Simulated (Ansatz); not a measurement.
# La (hcp type): a relaxation

Wanted: a converged relaxation for La (hcp type), and a check of what comes out. The structure is shown as the input types it.

Program: Ansatz 0.2.0. Level of theory: DFT, LDA, PAW with Ansatz's default frozen-core files, scalar-relativistic. These are calculated values, not measurements.

1 further run of the same task is left out (it didn't finish). Runs told in other sessions of the task aren't counted.

### 1 The system as given

Symmetry: P6_3/mmc, No. 194, hexagonal system. Conventional cell: a = 3.021 Å, b = 3.021 Å, c = 4.963 Å, α = 90.00°, β = 90.00°, γ = 120.00°. La (site symmetry -6m2) is surrounded by 12 La at 3.02 to 3.03 Å.

Structure file:

```cif
data_structure
_symmetry_space_group_name_H-M 'P 1'
_symmetry_Int_Tables_number 1
_cell_length_a 3.0206
_cell_length_b 3.0206
_cell_length_c 4.9634
_cell_angle_alpha 90.000
_cell_angle_beta 90.000
_cell_angle_gamma 120.000
_cell_volume 39.22
loop_
_atom_site_label
_atom_site_type_symbol
_atom_site_fract_x
_atom_site_fract_y
_atom_site_fract_z
_atom_site_occupancy
La1 La 0.33333 0.66667 0.25000 1
La2 La 0.66667 0.33333 0.75000 1
```

### 2 The run

input.yaml reads:

```yaml
crystal:
  lattice:
    - [3.0205788139, 0.0, 0.0]
    - [-1.510289407, 2.615897987, 0.0]
    - [0.0, 0.0, 4.963438766]
  atoms:
    - { symbol: La, position: [0.3333333333, 0.6666666667, 0.25] }
    - { symbol: La, position: [0.6666666667, 0.3333333333, 0.75] }
kpoints:
  mp_grid: { grid: [12, 12, 7] }
scf:
  occupations: { method: fermi_dirac, width: 0.08 }
  max_iter: 80
hamiltonian:
  xc: lda
  pseudopotentials: { kind: paw }
output:
  forces: true
  stress: true
relax:
  f_tol: 0.005
  max_steps: 30
  cell: { stress_tol: 0.35, fix: [volume] }
basis:
  ecutwfc: "120 eV"
```

Command:

```bash
ansatz run input.yaml --threads 1 --pin off --max-ram 2048MiB --backend cpu --events-out ev --progress --plain --runs-dir out
```

What happens when this is run?

The program finished normally, with warnings (cutoff below recommended). It gives a pressure of 61 GPa, which is large; a structure far from rest gives such values too, whatever the setting.

In the input, basis.ecutwfc is 120 eV. The cutoff lies far under what these potentials need. The potentials' recommended cutoff is 420 eV.

The test: delete basis.ecutwfc (the default then holds).
